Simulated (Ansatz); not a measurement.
# C6H8O2: ionisation energy by level of theory

Aim: the vertical ionisation energy of C6H8O2, as cation minus neutral at the neutral's geometry, on several levels, and how well −ε(HOMO) stands in for it.

Method: unrestricted cation, the program's frozen cores in correlated methods; program: Ansatz 0.2.0, Gaussian basis.

Plan: UKS PBE-D4/def2-TZVPP; UKS r2SCAN-D4/def2-TZVPP; UKS PBE0-D4/def2-TZVPP; UKS B3LYP-D4/def2-TZVPP; UKS wB97X-V/def2-TZVPP; UKS wB97M-V/def2-TZVPP; UKS B2PLYP/def2-TZVPP; UHF-CCSD(T)/def2-TZVPP; UHF-MP2/def2-QZVPP; extrapolation to the limit; then −ε(HOMO) from the neutral's earlier runs with LDA (SPW92), PBE-D4, revPBE-D4, BLYP-D4, r2SCAN-D4, B97M-V, PBE0-D4, B3LYP-D4, r2SCANh-D4, r2SCAN0-D4, HSE06-D4, BHLYP-D4, CAM-B3LYP-D4, LC-ωPBE, ωB97X-V, ωB97M-V.

**1. The geometry**

All runs share one geometry, relaxed beforehand with PBE0-D4 in a triple-zeta def2 set.

SMILES `O=C1CCCC(=O)C1`, 16 atoms, charge 0, spin multiplicity 1.

Atoms are counted from 1 here; the program's logs count them from 0.

Bond lengths: O1–C2 1.203 Å, C2–C3 1.513 Å, C2–C8 1.513 Å, C3–C4 1.521 Å, C3–H9 1.093 Å, C3–H10 1.097 Å, C4–C5 1.521 Å, C4–H11 1.095 Å, C4–H12 1.092 Å, C5–C6 1.513 Å, C5–H13 1.097 Å, C5–H14 1.093 Å, C6–O7 1.203 Å, C6–C8 1.513 Å, C8–H15 1.088 Å, C8–H16 1.101 Å. Angles: O1–C2–C3 122.3°, O1–C2–C8 121.7°, C3–C2–C8 116.0°, C2–C3–C4 113.4°, C2–C3–H9 107.8°, C2–C3–H10 106.2°, C4–C3–H9 112.6°, C4–C3–H10 110.5°, H9–C3–H10 105.9°, C3–C4–C5 110.8°, C3–C4–H11 109.9°, C3–C4–H12 110.0°, C5–C4–H11 109.9°, C5–C4–H12 110.0°, H11–C4–H12 106.1°, C4–C5–C6 113.4°, C4–C5–H13 110.5°, C4–C5–H14 112.5° and more.

**2. Cation, UKS PBE-D4/def2-TZVPP**

Contents of in.yaml:

```yaml
crystal:
  periodic: [false, false, false]
  atoms:
    - {symbol: O, position_ang: [0.461845, 0.142727, 2.681426]}
    - {symbol: C, position_ang: [0.210954, -0.020304, 1.516423]}
    - {symbol: C, position_ang: [1.255215, -0.475610, 0.520360]}
    - {symbol: C, position_ang: [0.687611, -0.764328, -0.860885]}
    - {symbol: C, position_ang: [-0.119303, 0.419181, -1.372370]}
    - {symbol: C, position_ang: [-1.179439, 0.889691, -0.400345]}
    - {symbol: O, position_ang: [-1.978202, 1.743057, -0.684178]}
    - {symbol: C, position_ang: [-1.174230, 0.225598, 0.959190]}
    - {symbol: H, position_ang: [1.773117, -1.336916, 0.949295]}
    - {symbol: H, position_ang: [1.999840, 0.328111, 0.468599]}
    - {symbol: H, position_ang: [0.055206, -1.657806, -0.823882]}
    - {symbol: H, position_ang: [1.496549, -0.994656, -1.557275]}
    - {symbol: H, position_ang: [0.535138, 1.280770, -1.552275]}
    - {symbol: H, position_ang: [-0.609692, 0.210976, -2.326473]}
    - {symbol: H, position_ang: [-1.789187, 0.777560, 1.667381]}
    - {symbol: H, position_ang: [-1.625412, -0.768051, 0.815021]}
basis:
  gaussian: {orbitals: def2-TZVPP}
total_charge: 1
magnetization: {spin_polarized: true, initial_magnetization: 1}
hamiltonian: {xc: pbe, dispersion: d4}
```

Launch:

```console
> ansatz run in.yaml --threads 2 --pin off --events-out ev --progress --plain --max-ram 31744MiB --backend cuda --devices 0, --max-vram 18GiB
```

The runs that follow: Cation, UKS r2SCAN-D4/def2-TZVPP; Cation, UKS PBE0-D4/def2-TZVPP; Cation, UKS B3LYP-D4/def2-TZVPP; Cation, UKS wB97X-V/def2-TZVPP; Cation, UKS wB97M-V/def2-TZVPP; Cation, UKS B2PLYP (frozen core)/def2-TZVPP; Cation, UHF-CCSD(T)/def2-TZVPP; Cation, UHF-MP2/def2-QZVPP.

Q: Predict the results of all the runs planned. Wanted: ionisation energy, CCSD(T)/CBS; nearest functional by difference; nearest −ε(HOMO); −ε(HOMO) of PBE; T1 of the cation.

**Answer**, as computed:

| quantity | value |
| --- | --- |
| ionisation energy, CCSD(T)/CBS | 9.89 eV |
| nearest functional by difference | ωB97X-V (-0.21 eV) |
| nearest −ε(HOMO) | ωB97X-V (-0.14 eV) |
| −ε(HOMO) of PBE | 5.72 eV |
| T1 of the cation | 0.031 |

By cation minus neutral, the functionals miss by 1.13 eV at most. −ε(HOMO) of PBE misses by 4.2 eV, since self-interaction lifts the level. Among orbital estimates ωB97X-V comes nearest. Hartree-Fock falls 1.35 eV short, as the neutral has more correlation energy than the cation. The cation's T1 (from the report) is 0.031, near the customary mark of 0.045 for open shells, so the coupled-cluster value is less safe.
